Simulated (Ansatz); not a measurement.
**CH₅F₂NOSi: up Jacob's ladder to CCSD(T)**

An exercise on one series of results from a longer session: the logs are not shown, and one member is left open.

Computed with Ansatz 0.2.0, Gaussian basis. Level: functionals in def2-TZVPP, the program's frozen cores in correlated methods.

The runs, in order: PBE-D4, r2SCAN-D4, PBE0-D4, B3LYP-D4, ωB97X-V, ωB97M-V, B2PLYP; CCSD(T)/def2-TZVPP; MP2/def2-QZVPP; extrapolation to the limit.

### The geometry

The geometry comes from an earlier relaxation with PBE0-D4 in a triple-zeta def2 set; it is a stationary point, not always the lowest conformer.

SMILES `NC(F)(F)O[SiH3]`, 11 atoms, charge 0, spin multiplicity 1.

Atoms are counted from 1 here; the program's logs count them from 0.

Bond lengths: N1–C2 1.398 Å, N1–H7 1.010 Å, N1–H8 1.010 Å, C2–F3 1.362 Å, C2–F4 1.378 Å, C2–O5 1.345 Å, O5–Si6 1.672 Å, Si6–H9 1.479 Å, Si6–H10 1.481 Å, Si6–H11 1.481 Å. Angles: C2–N1–H7 110.6°, C2–N1–H8 111.3°, H7–N1–H8 110.9°, N1–C2–F3 109.4°, N1–C2–F4 113.0°, N1–C2–O5 110.7°, F3–C2–F4 103.3°, F3–C2–O5 111.2°, F4–C2–O5 109.0°, C2–O5–Si6 125.4°, O5–Si6–H9 103.7°, O5–Si6–H10 110.6°, O5–Si6–H11 110.2°, H9–Si6–H10 111.1°, H9–Si6–H11 110.6°, H10–Si6–H11 110.4°.

The first run:

The input, in.yaml:

```yaml
crystal:
  periodic: [false, false, false]
  atoms:
    - {symbol: N, position_ang: [-1.604100, -0.746718, 0.991719]}
    - {symbol: C, position_ang: [-0.386902, -0.678180, 0.308085]}
    - {symbol: F, position_ang: [0.632733, -0.948102, 1.170056]}
    - {symbol: F, position_ang: [-0.255561, -1.654445, -0.655506]}
    - {symbol: O, position_ang: [-0.231987, 0.527727, -0.267301]}
    - {symbol: Si, position_ang: [1.229218, 1.212493, -0.704348]}
    - {symbol: H, position_ang: [-2.348110, -0.353579, 0.433831]}
    - {symbol: H, position_ang: [-1.820291, -1.695776, 1.262999]}
    - {symbol: H, position_ang: [0.840854, 2.347448, -1.568884]}
    - {symbol: H, position_ang: [2.060951, 0.237189, -1.446670]}
    - {symbol: H, position_ang: [1.948697, 1.694843, 0.496620]}
basis:
  gaussian: {orbitals: def2-TZVPP}
hamiltonian: {xc: pbe, dispersion: d4}
output: {forces: true, orbitals: {seedname: orbitals}}
```

On the command line:

```bash
$ ansatz run in.yaml --threads 4 --pin off --events-out ev --progress --plain --max-ram 10444MiB
```

Steps of the session up to this table: PBE-D4 (GGA); r2SCAN-D4 (meta-GGA); PBE0-D4 (hybrid); B3LYP-D4 (hybrid); ωB97X-V (range-separated); ωB97M-V (range-separated); B2PLYP (double hybrid); CCSD(T) in def2-TZVPP; MP2 in def2-QZVPP.

One table of the session follows, with a row left open; its other results are not shown here.

| method | atomisation energy (eV) |
| --- | --- |
| PBE-D4 | 42.611 |
| r2SCAN-D4 | 41.661 |
| PBE0-D4 | 41.440 |
| B3LYP-D4 | 41.505 |
| ωB97X-V | 41.920 |
| ωB97M-V | 41.848 |
| B2PLYP | 41.103 |
| HF/def2-TZVPP | 28.608 |
| MP2/def2-TZVPP | 41.420 |
| CCSD/def2-TZVPP | 39.647 |
| CCSD(T)/def2-TZVPP | 40.366 |
| MP2/CBS | 42.705 |
| CCSD(T)/CBS | ? |

Estimate the missing values for CCSD(T)/CBS.

As computed: atomisation energy (eV): 41.650. In the column «atomisation energy (eV)» it lies between B3LYP-D4 (41.505) and r2SCAN-D4 (41.661).
